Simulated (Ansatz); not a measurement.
The system is Ba2Tl5V3O12.

```
Ba V Tl O
1.0
     4.23698    2.44622    6.12840
    -4.23698    2.44622    6.12840
     0.00000   -4.89244    6.12840
Ba V Tl O
2 3 5 12
Direct
  0.50000 0.50000 0.50000
  0.00000 0.00000 0.00000
  0.50000 0.50000 0.00000
  0.00000 0.50000 0.50000
  0.50000 0.00000 0.50000
  0.00000 0.00000 0.50000
  0.50000 0.00000 0.00000
  0.00000 0.50000 0.00000
  0.74045 0.74045 0.74045
  0.25955 0.25955 0.25955
  0.71652 0.08089 0.41242
  0.41242 0.71652 0.08089
  0.08089 0.41242 0.71652
  0.58757 0.91911 0.28348
  0.91911 0.28348 0.58757
  0.28348 0.58757 0.91911
  0.28348 0.91911 0.58757
  0.58757 0.28348 0.91911
  0.91911 0.58757 0.28348
  0.41242 0.08089 0.71652
  0.08089 0.71652 0.41242
  0.71652 0.41242 0.08089
```

The cell was built by a generator and needn't be a form met in nature.

Base run:

- Program: Ansatz 0.2.0
- Functional: RPBE
- Potentials or basis: all-electron LAPW, scalar-relativistic
- Cutoff: 423 eV
- Density cutoff: 1690 eV
- Basis error allowed: 0.003 eV/atom
- k mesh: 3 × 3 × 3
- Occupations: fermi-dirac, width 0.05 eV
- Spin: collinear spin, ferromagnetic start
- Starting moments: [0.0, 0.0, 2.0, 2.0, 2.0, 0.0, 0.0, 0.0, 0.0, 0.0, 0.0, 0.0, 0.0, 0.0, 0.0, 0.0, 0.0, 0.0, 0.0, 0.0, 0.0, 0.0] μB

Its results: pressure 3.1 GPa; net moment 1.23 μB per cell; site moments Ba +0.00, -0.00; V +0.31; Tl +0.00, +0.01; O -0.02 μB; largest force 0.128 eV/Å.

Task: The run is repeated on the same cell with these changes: functional from RPBE to PBE. What comes out?

Result: Pressure 0.0 GPa; net moment 1.16 μB per cell; site moments Ba +0.00, -0.00; V +0.28; Tl +0.00, +0.01; O -0.01 μB; largest force 0.014 eV/Å.

PBE binds more tightly than RPBE, so the same cell stands under less pressure.

Caveats: the k mesh is thin for a metal, which can move the energy by tens of meV per atom.

Not every run made on this cell is shown here.
